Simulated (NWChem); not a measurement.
**BH3Se (SMILES B[SeH]) at 3 levels**

Wanted: a comparison of 3 runs (TDA-B3LYP/def2-TZVP, TDA-B3LYP/def2-SVP, TDA-B3LYP/def2-TZVPP) of BH3Se. 

Program for the calculation: NWChem 7.3.0.

### Step 1. Starting point

The species is BH3Se (5 atoms), meant as a singlet with charge 0. SMILES: `B[SeH]`. Geometry: relaxed at PBE0-D4/def2-TZVP.

Bond lengths: B1–Se2 1.899 Å, B1–H3 1.189 Å, B1–H4 1.191 Å, Se2–H5 1.470 Å. Angles: B1–Se2–H5 97.7°, Se2–B1–H3 121.0°, Se2–B1–H4 115.7°, H3–B1–H4 123.2°.

### Step 2. The vertical excitations at TDA-B3LYP/def2-TZVP (run 1)

File mymol.nw:

```
start mymol
memory stack 880 mb heap 220 mb global 1100 mb

geometry noautosym nocenter noautoz
 B       -0.114800      -0.638000       0.043400
 Se       1.035300       0.860500      -0.146800
 H       -1.293000      -0.499900       0.125400
 H        0.421600      -1.700900       0.073400
 H        0.000800       1.904800      -0.136900
end

basis "ao basis" spherical bse
 * library def2-TZVP
end

dft
 xc b3lyp
 grid fine
 convergence energy 1e-08
 iterations 100
 mulliken
 print low
end

tddft
 cis
 nroots 4
 notriplet
end

task tddft
```

On the command line:

```bash
$ nwchem mymol.nw > mymol.out
```

The log of the run:

```text
[...]
 d= 0,ls=0.0,diis     1  -2428.2291377799 -2.51D+03  4.42D-03  5.26D-01     3.4
[...]
 d= 0,ls=0.0,diis     8  -2428.2615436319  7.36D-09  3.45D-06  3.38D-07    18.6
         Total DFT energy =    -2428.261543631940
      One electron energy =    -3535.487838812679
           Coulomb energy =     1120.436251987289
    Exchange-Corr. energy =      -92.354081922151
 Nuclear repulsion energy =       79.144125115602
[...]
         Spin multiplicity :       1
[...]
              XC Information
              --------------
                  B3LYP Method XC Potential
              Hartree-Fock (Exact) Exchange   0.20
                 Slater Exchange Functional   0.80 local
             Becke 1988 Exchange Functional   0.72 non-local
       Lee-Yang-Parr Correlation Functional   0.81
           VWN I RPA Correlation Functional   0.19 local
[...]
         Wavefunction type : Restricted singlets
          No. of electrons :      42
[...]
  Root   1 singlet a              0.214840713 a.u.                5.8461 eV
[...]
     Dipole Oscillator Strength                    0.0009085777
[...]
     Total Oscillator Strength                     0.0009121123
[...]
  Root   2 singlet a              0.215845095 a.u.                5.8734 eV
[...]
  Root   3 singlet a              0.230762472 a.u.                6.2794 eV
[...]
     Dipole Oscillator Strength                    0.0057699269
[...]
     Total Oscillator Strength                     0.0057714110
[...]
  Root   4 singlet a              0.240817755 a.u.                6.5530 eV
[...]
     Dipole Oscillator Strength                    0.0025098245
[...]
     Total Oscillator Strength                     0.0025130953
[...]
```

Run time: 2.2 min. Hardware: 1 thread of AMD EPYC 7R43 (Zen 3), shared host; peak memory 0.12 GiB.

The roots found:

```
excited state  energy (eV)  strength      label
            1        5.846    0.0009  singlet a
            2        5.873    0.1953  singlet a
            3        6.279    0.0058  singlet a
            4        6.553    0.0025  singlet a
```

### Step 3. The excited states at TDA-B3LYP/def2-SVP (run 2)

File m1.nw:

```
start m1
memory 2200 mb
charge 0

geometry units angstrom noautosym nocenter noautoz
   B       -0.114800      -0.638000       0.043400
   Se       1.035300       0.860500      -0.146800
   H       -1.293000      -0.499900       0.125400
   H        0.421600      -1.700900       0.073400
   H        0.000800       1.904800      -0.136900
end

basis spherical bse
   * library def2-SVP
end

dft
   xc b3lyp
   grid fine
   convergence energy 1e-08
   iterations 100
   mulliken
   noprint "final vectors analysis"
end

tddft
   cis
   nroots 4
   notriplet
end

task tddft energy
```

On the command line:

```bash
$ nwchem m1.nw > m1.out
```

The log of the run:

```text
[...]
          Wavefunction type:  closed shell.
          No. of atoms     :     5
          No. of electrons :    42
[...]
          Charge           :     0
          Spin multiplicity:     1
[...]
          AO basis - number of functions:    61
[...]
              XC Information
              --------------
                         B3LYP Method XC Potential
                     Hartree-Fock (Exact) Exchange  0.200
                        Slater Exchange Functional  0.800 local
                    Becke 1988 Exchange Functional  0.720 non-local
              Lee-Yang-Parr Correlation Functional  0.810
                  VWN I RPA Correlation Functional  0.190 local
[...]
 d= 0,ls=0.0,diis     1  -2427.9073505987 -2.51D+03  9.78D-03  2.16D-01     1.2
[...]
 d= 0,ls=0.0,diis     8  -2427.9358379444  4.94D-09  5.28D-06  1.46D-07     6.1
         Total DFT energy =    -2427.935837944369
      One electron energy =    -3535.141538519711
           Coulomb energy =     1120.415670699394
    Exchange-Corr. energy =      -92.354095239654
 Nuclear repulsion energy =       79.144125115602
[...]
  Root   1 singlet a              0.217356549 a.u.                5.9146 eV
[...]
     Dipole Oscillator Strength                    0.0015603397
[...]
     Total Oscillator Strength                     0.0015641428
[...]
  Root   2 singlet a              0.221446531 a.u.                6.0259 eV
[...]
  Root   3 singlet a              0.236135726 a.u.                6.4256 eV
[...]
     Dipole Oscillator Strength                    0.0000009264
[...]
     Total Oscillator Strength                     0.0000035746
[...]
  Root   4 singlet a              0.243626951 a.u.                6.6294 eV
[...]
     Dipole Oscillator Strength                    0.0005339401
[...]
     Total Oscillator Strength                     0.0005361629
[...]
```

Run time: 33 s. Hardware: 1 thread of AMD EPYC 7R43 (Zen 3), shared host; peak memory 0.11 GiB.

The roots found:

```csv
excited state,energy (eV),strength,label
1,5.915,0.0016,singlet a
2,6.026,0.2024,singlet a
3,6.426,0.0000,singlet a
4,6.629,0.0005,singlet a
```

### Step 4. The excited states at TDA-B3LYP/def2-TZVPP (run 3)

File bh3se.nw:

```
start bh3se
title "BH3Se"
memory 2200 mb

geometry units angstrom noautosym nocenter noautoz
B     -0.114800    -0.638000     0.043400
Se     1.035300     0.860500    -0.146800
H     -1.293000    -0.499900     0.125400
H      0.421600    -1.700900     0.073400
H      0.000800     1.904800    -0.136900
end

basis spherical bse
* library def2-TZVPP
end

dft
xc b3lyp
grid fine
convergence energy 1e-08
iterations 100
mulliken
noprint "final vectors analysis"
end

tddft
cis
nroots 4
notriplet
end

task tddft
```

On the command line:

```bash
$ nwchem bh3se.nw > bh3se.out
```

The log of the run:

```text
[...]
          Wavefunction type:  closed shell.
          No. of atoms     :     5
          No. of electrons :    42
[...]
          Charge           :     0
          Spin multiplicity:     1
[...]
          AO basis - number of functions:   121
[...]
              XC Information
              --------------
                         B3LYP Method XC Potential
                     Hartree-Fock (Exact) Exchange  0.200
                        Slater Exchange Functional  0.800 local
                    Becke 1988 Exchange Functional  0.720 non-local
              Lee-Yang-Parr Correlation Functional  0.810
                  VWN I RPA Correlation Functional  0.190 local
[...]
 d= 0,ls=0.0,diis     1  -2428.2300778275 -2.51D+03  3.82D-03  5.35D-01     4.6
[...]
 d= 0,ls=0.0,diis     8  -2428.2625097975  7.70D-09  2.74D-06  3.52D-07    26.7
         Total DFT energy =    -2428.262509797451
      One electron energy =    -3535.488736290083
           Coulomb energy =     1120.435852642285
    Exchange-Corr. energy =      -92.353751265255
 Nuclear repulsion energy =       79.144125115602
[...]
  Root   1 singlet a              0.214590854 a.u.                5.8393 eV
[...]
     Dipole Oscillator Strength                    0.0008699736
[...]
     Total Oscillator Strength                     0.0008734958
[...]
  Root   2 singlet a              0.215685016 a.u.                5.8691 eV
[...]
  Root   3 singlet a              0.230685332 a.u.                6.2773 eV
[...]
     Dipole Oscillator Strength                    0.0061936133
[...]
     Total Oscillator Strength                     0.0061950887
[...]
  Root   4 singlet a              0.240607445 a.u.                6.5473 eV
[...]
     Dipole Oscillator Strength                    0.0026531120
[...]
     Total Oscillator Strength                     0.0026563901
[...]
```

Run time: 3 min. Hardware: 1 thread of AMD EPYC 7R43 (Zen 3), shared host; peak memory 0.12 GiB.

The roots found:

| excited state | energy (eV) | strength | label |
| --- | --- | --- | --- |
| 1 | 5.839 | 0.0009 | singlet a |
| 2 | 5.869 | 0.1946 | singlet a |
| 3 | 6.277 | 0.0062 | singlet a |
| 4 | 6.547 | 0.0027 | singlet a |

### Step 5. Overview of the runs

| run | level | energy (Eh) | lowest excitation energy (eV) | wall time |
| --- | --- | --- | --- | --- |
| 1 | TDA-B3LYP/def2-TZVP | -2428.261544 | 5.85 | 2.2 min |
| 2 | TDA-B3LYP/def2-SVP | -2427.935838 | 5.91 | 33 s |
| 3 | TDA-B3LYP/def2-TZVPP | -2428.262510 | 5.84 | 3 min |

### Step 6. Results

| quantity | value |
| --- | --- |
| run 3: ground-state or mean-field energy | -2428.26251 Eh |
| run 3: dipole moment (of the density that the program reports) | 0.66 D |
| run 3: lowest singlet excitation energy | 5.84 eV |

Over the runs the total energy spans 8.889 eV. All runs together took 5.8 min, the longest 3 min.
